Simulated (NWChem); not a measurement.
**ZrO2 (SMILES [O]=[Zr]=[O]): levels of theory compared**

We compute a comparison of 3 runs (PBE0/def2-SVP, PBE0/def2-TZVP, PBE0/def2-TZVPP) of ZrO2. 

The results are computed with NWChem 7.3.0.

### Step 1. The molecule

ZrO2: 3 atoms, total charge 0, spin state singlet. As SMILES, `[O]=[Zr]=[O]`. The shape is that of a PBE0-D4/def2-TZVP optimisation.

Bond lengths: O1–Zr2 1.761 Å, Zr2–O3 1.761 Å. Angles: O1–Zr2–O3 107.9°.

### Step 2. NMR shieldings at PBE0/def2-SVP (core potential) (run 1)

mymol.xyz reads:

```xyz
3

O      0.654500     1.252500     0.388400
Zr     0.348500    -0.481700     0.351800
O     -1.003000    -0.770800    -0.740100
```

mymol.nw reads:

```
start mymol
memory 2200 mb
geometry units angstrom noautosym nocenter noautoz
 load format xyz mymol.xyz
end
basis spherical bse
 O library def2-SVP
 Zr library def2-SVP
end
ecp bse
 Zr library def2-SVP
end
dft
 xc pbe0
 grid fine
 convergence energy 1e-08
 iterations 100
 mulliken
 print low
end
property
 shielding
end
task dft property
```

Run with:

```sh
nwchem mymol.nw > mymol.out
```

What it wrote:

```text
[...]
 d= 0,ls=0.0,diis     1   -196.6796950748 -2.66D+02  9.22D-02  4.00D+00     0.8
[...]
 d= 0,ls=0.0,diis    10   -197.2441342857  2.74D-09  3.24D-06  1.04D-07     6.2
         Total DFT energy =     -197.244134285683
      One electron energy =     -425.957661179093
           Coulomb energy =      182.123035504735
    Exchange-Corr. energy =      -22.982341352452
 Nuclear repulsion energy =       69.572832741127
[...]
      Total Density - Mulliken Population Analysis
     ---------------------------------------------
    Atom       Charge   Shell Charges
 -----------   ------   -------------------------------------------------------
    1 O    8     8.41   1.99  1.11  0.76  2.75  1.80  0.01
    2 Zr  12    11.17  -0.47  1.60  0.89  0.12 -0.00  5.79  0.35  0.14  2.24  0.38  0.14
    3 O    8     8.41   1.99  1.11  0.76  2.75  1.80  0.01
[...]
           isotropic =    -693.8262
[...]
           isotropic =    -168.7298
[...]
           isotropic =    -693.8431
[...]
```

Wall time 20 s (1 thread of Intel Xeon Platinum 8488C (Sapphire Rapids), shared host); peak memory 0.11 GiB.

### Step 3. NMR shieldings at PBE0/def2-TZVP (core potential) (run 2)

nw.xyz reads:

```xyz
3

O      0.654500     1.252500     0.388400
Zr     0.348500    -0.481700     0.351800
O     -1.003000    -0.770800    -0.740100
```

nw.nw reads:

```
start nw
memory total 2200 mb

geometry units angstroms noautosym nocenter noautoz
 load format xyz nw.xyz
end

basis spherical bse
 * library def2-TZVP
end

ecp bse
 Zr library def2-TZVP
end

dft
 xc pbe0
 grid fine
 convergence energy 1e-08
 iterations 100
 mulliken
 noprint "final vectors analysis"
end

property
 shielding
end

task dft property
```

Run with:

```sh
nwchem nw.nw > nw.out
```

What it wrote:

```text
[...]
          Wavefunction type:  closed shell.
          No. of atoms     :     3
          No. of electrons :    28
[...]
          Charge           :     0
          Spin multiplicity:     1
[...]
          AO basis - number of functions:   102
[...]
              XC Information
              --------------
                         PBE0 Method XC Functional
                     Hartree-Fock (Exact) Exchange  0.250
          PerdewBurkeErnzerhof Exchange Functional  0.750
            Perdew 1991 LDA Correlation Functional  1.000 local
           PerdewBurkeErnz. Correlation Functional  1.000 non-local
[...]
 d= 0,ls=0.0,diis     1   -196.8665441815 -2.66D+02  4.26D-02  4.24D+00     1.7
[...]
 d= 0,ls=0.0,diis    11   -197.4386141270  6.66D-09  1.32D-06  1.28D-07    15.2
         Total DFT energy =     -197.438614127020
      One electron energy =     -426.184796507014
           Coulomb energy =      182.170987966466
    Exchange-Corr. energy =      -22.997638327598
 Nuclear repulsion energy =       69.572832741127
[...]
      Total Density - Mulliken Population Analysis
     ---------------------------------------------
    Atom       Charge   Shell Charges
 -----------   ------   -------------------------------------------------------
    1 O    8     8.63   0.79  1.18  0.60  0.95  0.41  1.82  1.87  0.98  0.00  0.02  0.00
    2 Zr  12    10.75   0.03 -0.36  1.62  0.73  0.07 -0.00  5.08  0.87  0.13  0.05  1.31  0.95  0.16  0.11
    3 O    8     8.63   0.79  1.18  0.60  0.95  0.41  1.82  1.87  0.98  0.00  0.02  0.00
[...]
           isotropic =    -742.0916
[...]
           isotropic =    -170.2260
[...]
           isotropic =    -742.0714
[...]
```

Wall time 57 s (1 thread of Intel Xeon Platinum 8488C (Sapphire Rapids), shared host); peak memory 0.12 GiB.

### Step 4. Magnetic shielding at PBE0/def2-TZVPP (core potential) (run 3)

mymol.nw reads:

```
start mymol
title "O2Zr PBE0"
memory 2200 mb
charge 0
geometry units angstroms noautosym nocenter noautoz
  O     0.654500    1.252500    0.388400
  Zr    0.348500   -0.481700    0.351800
  O    -1.003000   -0.770800   -0.740100
end
basis spherical bse
  * library def2-TZVPP
end
ecp bse
  Zr library def2-TZVPP
end
dft
  xc pbe0
  grid fine
  convergence energy 1e-08
  iterations 100
  mulliken
  noprint "final vectors analysis"
end
property
  shielding
end
task dft property
```

Run with:

```sh
nwchem mymol.nw > mymol.out
```

What it wrote:

```text
[...]
          Wavefunction type:  closed shell.
          No. of atoms     :     3
          No. of electrons :    28
[...]
          Charge           :     0
          Spin multiplicity:     1
[...]
          AO basis - number of functions:   118
[...]
              XC Information
              --------------
                         PBE0 Method XC Functional
                     Hartree-Fock (Exact) Exchange  0.250
          PerdewBurkeErnzerhof Exchange Functional  0.750
            Perdew 1991 LDA Correlation Functional  1.000 local
           PerdewBurkeErnz. Correlation Functional  1.000 non-local
[...]
 d= 0,ls=0.0,diis     1   -196.8725084074 -2.66D+02  3.71D-02  4.25D+00     2.8
[...]
 d= 0,ls=0.0,diis    11   -197.4436462512  3.04D-09  1.08D-06  1.10D-07    25.8
         Total DFT energy =     -197.443646251235
      One electron energy =     -426.204626756639
           Coulomb energy =      182.187280672872
    Exchange-Corr. energy =      -22.999132908594
 Nuclear repulsion energy =       69.572832741126
[...]
      Total Density - Mulliken Population Analysis
     ---------------------------------------------
    Atom       Charge   Shell Charges
 -----------   ------   -------------------------------------------------------
    1 O    8     8.55   0.79  1.18  0.61  0.95  0.41  1.82  1.87  0.92  0.00  0.02  0.00
    2 Zr  12    10.90   0.03 -0.36  1.62  0.73  0.06 -0.00  5.08  0.88  0.15  0.05  1.31  0.96  0.19  0.05  0.13  0.03
    3 O    8     8.55   0.79  1.18  0.61  0.95  0.41  1.82  1.87  0.92  0.00  0.02  0.00
[...]
           isotropic =    -733.0500
[...]
           isotropic =    -171.8271
[...]
           isotropic =    -733.0300
[...]
```

Wall time 92 s (1 thread of Intel Xeon Platinum 8488C (Sapphire Rapids), shared host); peak memory 0.13 GiB.

### Step 5. All runs side by side

| run | level | core potential | energy (Eh) | isotropic shielding of O1 (ppm) | wall time |
| --- | --- | --- | --- | --- | --- |
| 1 | PBE0/def2-SVP (core potential) | def2-SVP | -197.244134 | -693.8 | 20 s |
| 2 | PBE0/def2-TZVP (core potential) | def2-TZVP | -197.438614 | -742.1 | 57 s |
| 3 | PBE0/def2-TZVPP (core potential) | def2-TZVPP | -197.443646 | -733.0 | 92 s |

### Step 6. What came out

| quantity | value |
| --- | --- |
| run 3: total energy | -197.44365 Eh |
| run 3: dipole moment | 7.84 D |
| run 3: isotropic shielding of O1 | -733.0 ppm |

**Reading.** Over the runs the total energy spans 5.429 eV. All runs together took 2.8 min, the longest 92 s.
